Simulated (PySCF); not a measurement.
**RuN2 (triplet) at other levels of theory**

Aim: see what other levels and later steps give for RuN2 (triplet).

Program: PySCF 2.14.0. Level of theory: method and basis as typed in the scripts. These are calculated values, not measurements.

5 further runs of the same task are left out: 5 that didn't finish.

## (1) The starting structure

RuN2 (triplet): 3 atoms, charge 0, spin multiplicity 3.

Bond lengths: Ru1–N2 2.034 Å, Ru1–N3 2.034 Å, N2–N3 1.152 Å. Angles: N2–Ru1–N3 32.9°, Ru1–N2–N3 73.5°, Ru1–N3–N2 73.5°.

Coordinates:

```xyz
3
N2Ru
Ru    0.00000    0.00000   -0.42060
N     0.57610    0.00000    1.53050
N    -0.57610    0.00000    1.53050
```

## (2) Base script

input.py reads:

```python
from pyscf import gto, scf, mcscf

mol = gto.M(
    atom='Ru 0 0 -0.4206; N 0.5761 0 1.5305; N -0.5761 0 1.5305',
    basis='3-21g',
    charge=0,
    spin=2,
    verbose=4,
)
mf = scf.ROHF(mol)
mf.level_shift = 0.3
mf.kernel()
mc = mcscf.CASCI(mf, 6, 4)
mc.kernel()
mc.analyze()
mf.dip_moment()
print('orbital energies (hartree):', mf.mo_energy[..., max(0, mol.nelec[1]-3):mol.nelec[0]+3].round(4))
```

Command:

```sh
> OMP_NUM_THREADS=1 python input.py
```

## (3) Gradient

Variant 1 changes step after the SCF: casci → gradient.

input.py: that of step 2 with these lines changed.

```diff
@@ -1,2 +1,2 @@
-from pyscf import gto, scf, mcscf
+from pyscf import gto, scf
 
@@ -12,5 +12,3 @@
 mf.kernel()
-mc = mcscf.CASCI(mf, 6, 4)
-mc.kernel()
-mc.analyze()
+mf.nuc_grad_method().kernel()
 mf.dip_moment()
```

## (4) SCF alone

Variant 2 changes step after the SCF: casci → none.

input.py: that of step 2 with these lines changed.

```diff
@@ -1,2 +1,2 @@
-from pyscf import gto, scf, mcscf
+from pyscf import gto, scf
 
@@ -12,5 +12,2 @@
 mf.kernel()
-mc = mcscf.CASCI(mf, 6, 4)
-mc.kernel()
-mc.analyze()
 mf.dip_moment()
```

**Question.** What will these runs give? Wanted: for each run, E(SCF); from base; SCF dipole; after the SCF.

**Answer**, as computed:

```csv
run,E(SCF) (hartree),from base (eV),cycles,SCF dipole (D),after the SCF
base,-4528.772662,0,37,4.41,CASCI correlation -0.002 eV
gradient,-4528.772662,0.0000,37,4.41,n/a
SCF alone,-4528.772662,0.0000,37,4.41,n/a
```

What this shows: Total energies from different bases, Hamiltonians or methods carry different errors, so properties are taken as differences within one set-up.
